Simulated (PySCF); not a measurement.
# C₃H₄GeO: electronic excitations and core binding energies

What electronic excitations and core binding energies should C₃H₄GeO (`O=[C]1C=[CH][GeH2]1`) show?

Computed with PySCF 2.14.0, with density-fitted response routines of our own, on a single molecule in the gas phase. Atoms are numbered from 0 throughout.

## (1) The molecule as given

9 atoms, charge 0, multiplicity 1; geometry from: GFN2-xTB.

Bonds of the start (Å): O0–C1 1.19, C1–C2 1.46, C2–C3 1.34, C3–Ge4 1.99, Ge4–C1 2.07, C2–H5 1.08, C3–H6 1.08, Ge4–H7 1.52, Ge4–H8 1.52.

## (2) TDDFT and polarisability: CAM-B3LYP/def2-SVPD

Job settings and geometry (Å):

```
{"job": {"kind": "uv", "xc": "CAM-B3LYP", "basis": "def2-SVPD", "nstates": 8, "ntriplets": 3}, "charge": 0, "multiplicity": 1}
O     -0.998854     1.866745     1.256975
C     -0.569927     0.938443     0.648176
C     -1.181783    -0.282882     0.121785
C     -0.210349    -0.977038    -0.493537
Ge     1.249906     0.320135    -0.122372
H     -2.227913    -0.523494     0.239937
H     -0.353959    -1.926461    -0.984569
H      2.392458    -0.274086     0.686765
H      1.913982     0.864630    -1.378339
```

Method: TDDFT CAM-B3LYP/def2-SVPD, vertical, gas phase, core orbitals frozen in the response.

Command:

```sh
$ OMP_NUM_THREADS=1 python probes_run.py task.json out
```

This one command runs all jobs of the session in turn.

**Question.** This job is followed by: delta-SCF UKS SCAN, pcX-2 on the ionised atom, pcseg-1 elsewhere, spin-free X2C. Predict these results of the whole session: lowest singlet (CAM-B3LYP/def2-SVPD); brightest single state of those computed; lowest triplet; C1s binding energies, SCAN/pcX-2 (standing for 2 of 3 atoms); O1s binding energies, SCAN/pcX-2.

As calculated:

| quantity | value |
| --- | --- |
| lowest singlet (CAM-B3LYP/def2-SVPD) | 3.35 eV (370 nm), f = 0.001 |
| brightest single state of those computed | state 5, 6.14 eV, f = 0.129 |
| lowest triplet | 2.92 eV |
| C1s binding energies, SCAN/pcX-2 (standing for 2 of 3 atoms) | C1 293.05, C2 291.06 eV |
| O1s binding energies, SCAN/pcX-2 | O0 537.86 eV |

What this shows: The first singlet state (HOMO→LUMO 0.95) lies at 3.35 eV and is weak; of the 8 states computed, the strongest absorption comes from state 5 at 6.14 eV. The lowest triplet lies 0.44 eV below the lowest singlet (triplets in Tamm-Dancoff, singlets in full TDDFT). C1 (carbonyl carbon) binds its C1s electron 1.98 eV more tightly than C2 (α carbon of a C=C–C=O unit). Only 2 of the 3 C atoms are covered by sound results.
